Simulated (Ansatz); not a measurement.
# TaH3+ (sextet): the correlation ladder, def2-QZVPP

One table from this session's results is given with a row withheld; the runs are named, their logs left out.

Program: Ansatz 0.2.0, Gaussian basis. Level of theory: def2-QZVPP, core rule «outside noble gas», up to 4 orbitals frozen. These are calculated values, not measurements.

The runs, in order: UHF; ROHF; CCSD(T) on UHF.

### What is computed

The geometry is a PBE0/def2-TZVP stationary point (not a proven minimum) of the parent state, kept for this charge and spin. No spin-orbit coupling is included. Elements past krypton take def2 core potentials.

4 atoms, charge 1, spin multiplicity 6.

Atoms are counted from 1 here; the program's logs count them from 0.

Bond lengths: Ta1–H2 2.075 Å, Ta1–H3 2.075 Å, Ta1–H4 1.813 Å, H2–H3 0.801 Å. Angles: H2–Ta1–H3 22.3°, H2–Ta1–H4 168.9°, H3–Ta1–H4 168.9°, Ta1–H2–H3 78.9°, Ta1–H3–H2 78.9°.

Geometry (Å):

| atom | x (Å) | y (Å) | z (Å) |
| --- | --- | --- | --- |
| Ta1 | 0.0000 | 0.0000 | 0.0124 |
| H2 | 0.0000 | -0.4007 | -2.0231 |
| H3 | 0.0000 | 0.4007 | -2.0231 |
| H4 | 0.0000 | 0.0000 | 1.8252 |

Set-up of the first run:

File in.yaml:

```yaml
crystal:
  periodic: [false, false, false]
  atoms:
    - {symbol: Ta, position_ang: [0.000000, 0.000000, 0.012372]}
    - {symbol: H, position_ang: [0.000000, -0.400716, -2.023105]}
    - {symbol: H, position_ang: [0.000000, 0.400716, -2.023105]}
    - {symbol: H, position_ang: [0.000000, 0.000000, 1.825162]}
basis:
  gaussian: {orbitals: "def2-QZVPP.json"}
total_charge: 1
magnetization: {spin_polarized: true, initial_magnetization: 5}
hamiltonian: {xc: hf}
output: {orbitals: {seedname: orbitals}}
```

Launch:

```
$ ansatz run in.yaml --threads 1 --pin off --events-out ev --progress --plain --max-ram 4096MiB --backend cpu
```

Steps of the session up to this table: UHF; ROHF; CCSD(T) on UHF.

One of the session's tables, all rows but one given; the rest of the session is left out.

It belongs to the step «Misses and costs». 

| method | from UCCSD(T) (meV) |
| --- | --- |
| ROHF | ? |
| UHF | +2756.3 |
| UMP2 | +483.6 |
| UCCSD | +58.1 |
| UCCSD(T) | 0 |

Q: Estimate the row for ROHF from the others.

**Answer.** from UCCSD(T) (meV): +2919.1. In the column «from UCCSD(T) (meV)» it is the highest.
